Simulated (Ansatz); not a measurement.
# CH5AlO2: vertical ionisation energy

An exercise on one series of results from a longer session: the logs are not shown, and one member is left open.

Computed with Ansatz 0.2.0, Gaussian basis. Level: unrestricted cation, the program's frozen cores in correlated methods.

The runs, in order: UKS PBE-D4/def2-TZVPP; UKS r2SCAN-D4/def2-TZVPP; UKS PBE0-D4/def2-TZVPP; UKS B3LYP-D4/def2-TZVPP; UKS wB97X-V/def2-TZVPP; UKS wB97M-V/def2-TZVPP; UKS B2PLYP/def2-TZVPP; UHF-CCSD(T)/def2-TZVPP; UHF-MP2/def2-QZVPP; extrapolation to the limit; then −ε(HOMO) from the neutral's earlier runs with LDA (SPW92), PBE-D4, revPBE-D4, BLYP-D4, r2SCAN-D4, B97M-V, PBE0-D4, B3LYP-D4, r2SCANh-D4, r2SCAN0-D4, HSE06-D4, BHLYP-D4, CAM-B3LYP-D4, LC-ωPBE, ωB97X-V, ωB97M-V.

## The geometry

The geometry comes from an earlier relaxation with PBE0-D4 in a triple-zeta def2 set; it is a stationary point, not always the lowest conformer.

9 atoms, charge 0, spin multiplicity 1.

Atoms are counted from 1 here; the program's logs count them from 0.

Bond lengths: C1–Al2 1.933 Å, C1–H5 1.094 Å, C1–H6 1.092 Å, C1–H7 1.093 Å, Al2–O3 1.698 Å, Al2–O4 1.698 Å, O3–H8 0.954 Å, O4–H9 0.955 Å. Angles: Al2–C1–H5 110.9°, Al2–C1–H6 111.7°, Al2–C1–H7 111.0°, H5–C1–H6 108.1°, H5–C1–H7 106.7°, H6–C1–H7 108.3°, C1–Al2–O3 118.6°, C1–Al2–O4 119.1°, O3–Al2–O4 122.3°, Al2–O3–H8 125.6°, Al2–O4–H9 125.4°.

The first run:

in.yaml reads:

```yaml
crystal:
  periodic: [false, false, false]
  atoms:
    - {symbol: C, position_ang: [-0.048532, 1.086897, -1.053153]}
    - {symbol: Al, position_ang: [0.022737, -0.299849, 0.292109]}
    - {symbol: O, position_ang: [1.027406, -1.641608, 0.023725]}
    - {symbol: O, position_ang: [-0.918634, -0.136706, 1.695555]}
    - {symbol: H, position_ang: [-0.449279, 0.697827, -1.993619]}
    - {symbol: H, position_ang: [-0.676326, 1.922521, -0.737759]}
    - {symbol: H, position_ang: [0.950901, 1.472359, -1.272774]}
    - {symbol: H, position_ang: [1.135639, -2.382262, 0.615903]}
    - {symbol: H, position_ang: [-0.955312, -0.765378, 2.412915]}
basis:
  gaussian: {orbitals: def2-TZVPP}
total_charge: 1
magnetization: {spin_polarized: true, initial_magnetization: 1}
hamiltonian: {xc: pbe, dispersion: d4}
```

Run with:

```sh
ansatz run in.yaml --threads 4 --pin off --events-out ev --progress --plain --max-ram 10444MiB
```

Among the steps run: Cation, UKS PBE-D4/def2-TZVPP; Cation, UKS r2SCAN-D4/def2-TZVPP; Cation, UKS PBE0-D4/def2-TZVPP; Cation, UKS B3LYP-D4/def2-TZVPP; Cation, UKS wB97X-V/def2-TZVPP; Cation, UKS wB97M-V/def2-TZVPP; Cation, UKS B2PLYP (frozen core)/def2-TZVPP; Cation, UHF-CCSD(T)/def2-TZVPP; Cation, UHF-MP2/def2-QZVPP.

One table of the session follows, with a row left open; its other results are not shown here.

It belongs to the step «Ionisation energies side by side». For comparison, −ε(HOMO) of the neutral from earlier runs:

```
  functional  −ε(HOMO) (eV)
 LDA (SPW92)              ?
      PBE-D4           7.16
   revPBE-D4           7.08
     BLYP-D4           7.07
   r2SCAN-D4           7.51
      B97M-V           7.58
     PBE0-D4           8.60
    B3LYP-D4           8.36
  r2SCANh-D4           8.01
  r2SCAN0-D4           8.76
    HSE06-D4           8.19
    BHLYP-D4           9.83
CAM-B3LYP-D4          10.02
     LC-ωPBE          11.43
     ωB97X-V          11.04
     ωB97M-V          10.90
```

Estimate the missing values for LDA (SPW92).

**Answer.** −ε(HOMO) (eV): 7.37. In the column «−ε(HOMO) (eV)» it lies between PBE-D4 (7.16) and r2SCAN-D4 (7.51).
